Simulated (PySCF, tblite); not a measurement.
**C6H9NOSi: geometry, infrared bands and NMR shifts**

What infrared bands and NMR shifts should C6H9NOSi (`N#C/C=C/C(=O)CC[SiH3]`) show?

The runs use tblite 0.8.0 and PySCF 2.14.0, with density-fitted response routines of our own; the level of theory stands in each step. All values are computed, except where a source is named. Atoms are numbered from 0 throughout.

### 1 The starting structure

18 atoms, charge 0, multiplicity 1; geometry from: force field or distance geometry start.

Bonds of the start (Å): N0–C1 1.17, C1–C2 1.41, C2–C3 1.34, C3–C4 1.49, C4–O5 1.23, C4–C6 1.52, C6–C7 1.52, C7–Si8 1.87, C2–H9 1.08, C3–H10 1.08, C6–H11 1.09, C6–H12 1.11, C7–H13 1.09, C7–H14 1.09, Si8–H15 1.48, Si8–H16 1.49, Si8–H17 1.48.

### 2 Relaxing the molecule with GFN2-xTB

What the job is given:

```
{"job": {"kind": "relax", "xc": "GFN2-xTB", "basis": "xTB"}, "charge": 0, "multiplicity": 1}
N      4.771800     1.900200     1.089600
C      3.912900     1.238500     0.654500
C      2.877300     0.420000     0.163700
C      1.651800     0.427200     0.715500
C      0.581400    -0.449100     0.168200
O      0.808400    -1.192400    -0.790500
C     -0.773000    -0.375300     0.843200
C     -1.913000    -0.928300    -0.002300
Si    -2.454500     0.127300    -1.448000
H      3.089700    -0.195500    -0.699100
H      1.404300     1.027500     1.584700
H     -0.984200     0.655600     1.138100
H     -0.698500    -0.974400     1.773400
H     -2.788000    -1.070400     0.640100
H     -1.658700    -1.919300    -0.381700
H     -3.565600    -0.526600    -2.180000
H     -2.944400     1.434600    -0.919300
H     -1.326500     0.406600    -2.361900
```

Launch:

```
OMP_NUM_THREADS=1 python probes_run.py task.json out
```

This one command runs all jobs of the session in turn.

**Question.** This job is followed by: GFN2-xTB harmonic vibrations, gas phase; GIAO PBE0/pcSseg-1 NMR shielding, non-relativistic, gas phase. What will the session give for the following? strongest single infrared mode (GFN2-xTB); zero-point energy (GFN2-xTB); ¹³C shifts against TMS (PBE0/pcSseg-1); ¹H shifts against TMS (PBE0/pcSseg-1, means over atoms taken as alike); ¹⁵N shifts against NH3 (PBE0/pcSseg-1); ¹⁷O shifts against H2O (PBE0/pcSseg-1); ²⁹Si shifts against TMS (PBE0/pcSseg-1); surface potential, 1st and 99th percentile.

The runs gave:

| quantity | value |
| --- | --- |
| strongest single infrared mode (GFN2-xTB) | 2264 cm⁻¹, 361 km/mol |
| zero-point energy (GFN2-xTB) | 80.3 kcal/mol |
| ¹³C shifts against TMS (PBE0/pcSseg-1) | 202.3, 150.3, 122.6, 119.4, 45.4, 5.0 ppm |
| ¹H shifts against TMS (PBE0/pcSseg-1, means over atoms taken as alike) | 6.93, 6.70, 3.88, 2.85, 1.02 ppm |
| ¹⁵N shifts against NH3 (PBE0/pcSseg-1) | 338.2 ppm |
| ¹⁷O shifts against H2O (PBE0/pcSseg-1) | 643.6 ppm |
| ²⁹Si shifts against TMS (PBE0/pcSseg-1) | -71.2 ppm |
| surface potential, 1st and 99th percentile | -1.55 V and 1.53 V |

What this shows: Over 96 steps the energy fell by 0.128 eV; of the close pairs, C7–Si8 changed most, 1.870 to 1.908 Å. All 48 modes are real, so the xTB geometry is a minimum. The strongest single mode, at 2264 cm⁻¹, moves mainly H15. GFN2-xTB is a fitted tight-binding method: band positions and strengths are rough. Its intensities can rank the bands wrongly. The most deshielded carbon is C4 (ketone carbonyl carbon), at 202.3 ppm: the double bond to the heteroatom, with no lone-pair donor beside it, deshields it most. H10 (hydrogen on an α carbon of a C=C–C=O unit) lies farthest downfield among hydrogen, at 6.93 ppm; olefinic region. At PBE0/pcSseg-1: The widest tensor belongs to O5: span 1320 ppm, with a paramagnetic part of -711 ppm. By nearest atom (PBE0/pcSseg-1), the HOMO sits on O5 60 %; C3, C6 about 9 % each and the LUMO on C2, C3 about 20 % each; C4 15 %.
